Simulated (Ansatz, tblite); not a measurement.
# Si18H24 hole sphere (Si18H24): a ladder of methods and basis sets

One table from this session's results is given with a row withheld; the runs are named, their logs left out.

Method: as each input shows; program: Ansatz 0.2.0, Gaussian basis.

Levels to be run: GFN1-xTB, GFN2-xTB, PBE-D4/def2-TZVP, r2SCAN-D4/def2-TZVP, PBE-D4/def2-SVP, PBE0-D4/def2-SVP.

1 further run of the same task is left out (set aside as unsound or not needed).

### The relaxed structure

The geometry is that of the singlet, from an earlier relaxation (PBE-D4/def2-SVP).

42 atoms, charge 0, spin multiplicity 1.

Bond lengths: Si1–Si2 2.370 Å, Si1–Si3 2.353 Å, Si1–H19 1.509 Å, Si1–H20 1.509 Å, Si2–Si5 2.353 Å, Si2–H21 1.509 Å, Si2–H22 1.509 Å, Si3–Si4 2.352 Å, Si3–Si11 2.352 Å, Si3–H23 1.511 Å, Si4–Si6 2.370 Å, Si4–Si7 2.352 Å, Si4–H24 1.511 Å, Si5–Si6 2.352 Å, Si5–Si12 2.352 Å, Si5–H25 1.511 Å, Si6–Si9 2.352 Å, Si6–H26 1.511 Å and more. Angles: Si2–Si1–Si3 110.1°, Si2–Si1–H19 109.5°, Si2–Si1–H20 109.5°, Si3–Si1–H19 109.8°, Si3–Si1–H20 109.8°, H19–Si1–H20 108.1°, Si1–Si2–Si5 110.1°, Si1–Si2–H21 109.5°, Si1–Si2–H22 109.5°, Si5–Si2–H21 109.8°, Si5–Si2–H22 109.9°, H21–Si2–H22 108.1°, Si1–Si3–Si4 109.3°, Si1–Si3–Si11 109.3°, Si1–Si3–H23 111.2°, Si4–Si3–Si11 107.9°, Si4–Si3–H23 109.6°, Si11–Si3–H23 109.5° and more.

PBE0-D4/def2-TZVP was run before; its log isn't repeated, and its numbers join the tables.

The first run:

Tight binding, by tblite at 300 K electronic temperature and without a spin-polarisation term:

```python
tblite.interface.Calculator('GFN1-xTB', numbers, positions, charge=0, uhf=0).singlepoint()
```

Tight binding, by tblite at 300 K electronic temperature and without a spin-polarisation term:

```python
tblite.interface.Calculator('GFN2-xTB', numbers, positions, charge=0, uhf=0).singlepoint()
```

start.molden holds the orbitals of an earlier run on this state, given as this run's starting guess.

in.yaml

```yaml
crystal:
  periodic: [false, false, false]
  atoms:
    - {symbol: Si, position_ang: [-0.000573, -4.431419, -1.181735]}
    - {symbol: Si, position_ang: [-0.004338, -4.429795, 1.188114]}
    - {symbol: Si, position_ang: [0.000119, -2.222144, -1.992279]}
    - {symbol: Si, position_ang: [-1.902006, -1.098490, -1.184584]}
    - {symbol: Si, position_ang: [-0.000758, -2.219314, 1.995263]}
    - {symbol: Si, position_ang: [-1.902651, -1.097117, 1.185015]}
    - {symbol: Si, position_ang: [-1.922013, 1.109878, -1.994362]}
    - {symbol: Si, position_ang: [-3.836328, 2.214679, -1.186684]}
    - {symbol: Si, position_ang: [-1.922895, 1.111728, 1.993364]}
    - {symbol: Si, position_ang: [-3.835140, 2.218450, 1.183161]}
    - {symbol: Si, position_ang: [1.902596, -1.099767, -1.183758]}
    - {symbol: Si, position_ang: [1.902418, -1.098741, 1.185802]}
    - {symbol: Si, position_ang: [1.922932, 1.108332, -1.994307]}
    - {symbol: Si, position_ang: [0.000871, 2.195987, -1.184709]}
    - {symbol: Si, position_ang: [1.924384, 1.110436, 1.993339]}
    - {symbol: Si, position_ang: [0.001098, 2.196780, 1.184828]}
    - {symbol: Si, position_ang: [3.836586, 2.214769, -1.187450]}
    - {symbol: Si, position_ang: [3.838150, 2.214123, 1.182403]}
    - {symbol: H, position_ang: [-1.220548, -5.161339, -1.686796]}
    - {symbol: H, position_ang: [1.221646, -5.160286, -1.682883]}
    - {symbol: H, position_ang: [-1.228631, -5.154680, 1.690001]}
    - {symbol: H, position_ang: [1.213569, -5.162244, 1.694467]}
    - {symbol: H, position_ang: [0.000576, -2.194270, -3.502673]}
    - {symbol: H, position_ang: [-3.146677, -1.816740, -1.652674]}
    - {symbol: H, position_ang: [-0.001188, -2.188977, 3.505615]}
    - {symbol: H, position_ang: [-3.147288, -1.815315, 1.653282]}
    - {symbol: H, position_ang: [-1.895690, 1.095142, -3.504712]}
    - {symbol: H, position_ang: [-5.077943, 1.519821, -1.688454]}
    - {symbol: H, position_ang: [-3.858703, 3.635838, -1.692640]}
    - {symbol: H, position_ang: [-1.898682, 1.097601, 3.503759]}
    - {symbol: H, position_ang: [-5.078151, 1.528623, 1.688388]}
    - {symbol: H, position_ang: [-3.853191, 3.641312, 1.684514]}
    - {symbol: H, position_ang: [3.147114, -1.818388, -1.651686]}
    - {symbol: H, position_ang: [3.146464, -1.817652, 1.654520]}
    - {symbol: H, position_ang: [1.896161, 1.092725, -3.504644]}
    - {symbol: H, position_ang: [0.001657, 3.632785, -1.653528]}
    - {symbol: H, position_ang: [1.900619, 1.097158, 3.503749]}
    - {symbol: H, position_ang: [0.001555, 3.633939, 1.652518]}
    - {symbol: H, position_ang: [5.079088, 1.523656, -1.692152]}
    - {symbol: H, position_ang: [3.855128, 3.636969, -1.690656]}
    - {symbol: H, position_ang: [5.079923, 1.519968, 1.684763]}
    - {symbol: H, position_ang: [3.860718, 3.635958, 1.686470]}
basis:
  gaussian: {orbitals: def2-TZVP, fitting: {mean_field: def2-universal-jkfit}, initial_orbitals: start.molden}
hamiltonian: {xc: pbe, dispersion: d4}
scf: {omitted_lower_state_checks: [starts]}
output: {forces: true, orbitals: {seedname: orbitals}}
```

Started as:

```sh
ansatz run in.yaml --threads 2 --pin off --events-out ev --progress --plain --max-ram 20480MiB --backend cuda --devices 0, --max-vram 18GiB
```

Among the steps run: PBE-D4/def2-TZVP; r2SCAN-D4/def2-TZVP; PBE-D4/def2-SVP; PBE0-D4/def2-SVP.

One of the session's tables, all rows but one given; the rest of the session is left out.

It belongs to the step «Binding energy». 

| level | binding an atom (eV) |
| --- | --- |
| PBE-D4/def2-SVP | ? |
| PBE-D4/def2-TZVP | 3.286 |
| r2SCAN-D4/def2-TZVP | 3.301 |
| PBE0-D4/def2-SVP | 3.286 |
| PBE0-D4/def2-TZVP | 3.288 |

Q: Estimate the row for PBE-D4/def2-SVP from the others.

**Answer.** binding an atom (eV): 3.289. In the column «binding an atom (eV)» it lies between PBE0-D4/def2-TZVP (3.288) and r2SCAN-D4/def2-TZVP (3.301).

Caveats from the session: Free atoms were run apart at each level; binding is atoms less cluster, divided by the number of atoms, without zero-point or spin-orbit terms.
